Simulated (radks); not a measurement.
# Spin polarisation of the 5d shell in Lu

Aim: the energy gained and the exchange splitting as electrons of the 5d shell of Lu are turned from spin down to spin up.

Method: non-relativistic Kohn-Sham, PBE, spin-polarised, spherical densities, point nucleus. Code: radks (a radial shooting solver on a logarithmic mesh, Libxc functionals) version 1.

## (1) The system

```
element       : lutetium (Z = 71)
charge        : 0
electrons     : 71
configuration : [Xe] 4f14 5d(up 0.5, down 0.5) 6s2
```

A shell typed twice in an input gives spin up, then spin down.

## (2) No moment

Input:

```text
Z 71
configuration [Xe] 4f14 5d0.5 5d0.5 6s2
relativity non-relativistic
functional pbe,pbe
spin polarised
nucleus point
```

## (3) moment 0.25 in 5d

Input:

```text
Z 71
configuration [Xe] 4f14 5d0.625 5d0.375 6s2
relativity non-relativistic
functional pbe,pbe
spin polarised
nucleus point
```

## (4) moment 0.5 in 5d

Input:

```text
Z 71
configuration [Xe] 4f14 5d0.75 5d0.25 6s2
relativity non-relativistic
functional pbe,pbe
spin polarised
nucleus point
```

## (5) moment 0.75 in 5d

Input:

```text
Z 71
configuration [Xe] 4f14 5d0.875 5d0.125 6s2
relativity non-relativistic
functional pbe,pbe
spin polarised
nucleus point
```

## (6) moment 1 in 5d

Input:

```text
Z 71
configuration [Xe] 4f14 5d1 5d0 6s2
relativity non-relativistic
functional pbe,pbe
spin polarised
nucleus point
```

Q: Predict the outcome of this session. Wanted: for each run, moment; E − E(0); ε(5d up); ε(5d down); splitting.

The runs gave:

| moment (μB) | E − E(0) (eV) | ε(5d up) (eV) | ε(5d down) (eV) | splitting (eV) |
| --- | --- | --- | --- | --- |
| 0 | 0.000 | -2.635 | -2.635 | 0.000 |
| 0.25 | -0.008 | -2.697 | -2.568 | 0.129 |
| 0.5 | -0.032 | -2.754 | -2.497 | 0.257 |
| 0.75 | -0.072 | -2.807 | -2.422 | 0.385 |
| 1 | -0.128 | -2.855 | -2.343 | 0.512 |

At a moment of 1 μB the energy has fallen by 0.13 eV and the 5d levels split by 0.51 eV, 0.512 eV per μB. The Stoner form E = −I m²/4 would give I = 0.513 eV. The energy falls at every step.
